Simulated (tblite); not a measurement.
# C10H20O3S: the cost of one run

Computed with tblite 0.8.0 and PySCF 2.14.0, with density-fitted response routines of our own, on a single molecule in the gas phase. Atoms are numbered from 0 throughout.

### Step 1. The molecule as given

34 atoms, charge 0, multiplicity 1; geometry from: force field or distance geometry start.

Bonds of the start (Å): C0–C1 1.49, C1–C2 1.52, C2–C3 1.52, C3–C4 1.48, C2–C5 1.51, C5–C6 1.49, C6–O7 1.38, O7–C8 1.36, C6–C9 1.53, C9–S10 1.78, S10–O11 1.51, S10–O12 1.48, S10–C13 1.76, C13–C2 1.49, C0–H14 1.13, C0–H15 1.13, C0–H16 1.09, C1–H17 1.11, C1–H18 1.13, C3–H19 1.14, C3–H20 1.12, C4–H21 1.11, C4–H22 1.12, C4–H23 1.11, C5–H24 1.12, C5–H25 1.12, C6–H26 1.10, C8–H27 1.10, C8–H28 1.12, C8–H29 1.10 and more.

### Step 2. Geometry optimisation with GFN2-xTB

What the job is given:

```
{"job": {"kind": "relax", "xc": "GFN2-xTB", "basis": "xTB"}, "charge": 0, "multiplicity": 1}
C     -2.406200    -0.188300     1.801300
C     -1.000600    -0.413000     1.355700
C     -0.788600    -0.254000    -0.138300
C     -1.691600    -1.252900    -0.845400
C     -1.618600    -1.232000    -2.323000
C      0.606100    -0.689700    -0.504700
C      1.695700     0.122000     0.101400
O      2.965000    -0.416900     0.028800
C      3.677000    -0.493700     1.181500
C      1.756000     1.432400    -0.680900
S      0.256600     2.278700    -0.231900
O      0.416100     2.639100     1.228500
O      0.066600     3.475800    -1.078900
C     -1.088800     1.167900    -0.471600
H     -2.439400     0.653000     2.562000
H     -2.841700    -1.101800     2.307200
H     -3.111600     0.104000     1.020100
H     -0.587600    -1.371800     1.725100
H     -0.400500     0.411400     1.853500
H     -1.359400    -2.300400    -0.538400
H     -2.751700    -1.210900    -0.492800
H     -0.706100    -1.677500    -2.767200
H     -2.441800    -1.901500    -2.673100
H     -1.891500    -0.248500    -2.754200
H      0.643300    -0.650200    -1.627100
H      0.671200    -1.753900    -0.166600
H      1.516600     0.402100     1.145200
H      3.237000    -1.084300     2.003600
H      4.654100    -0.985700     0.933100
H      3.906000     0.526000     1.532700
H      1.729700     1.181600    -1.778500
H      2.671600     1.979400    -0.423300
H     -1.892200     1.525900     0.214800
H     -1.464200     1.357300    -1.480600
```

Run with:

```sh
OMP_NUM_THREADS=2 python probes_run.py task.json out
```

The driver reads the jobs from task.json and runs them one after another.

**Question.** How long does this first job take on 2 threads of Intel Xeon 6975P-C, shared host, and how much memory does it need?

About 1.9 s, with a peak of 0.19 GiB.
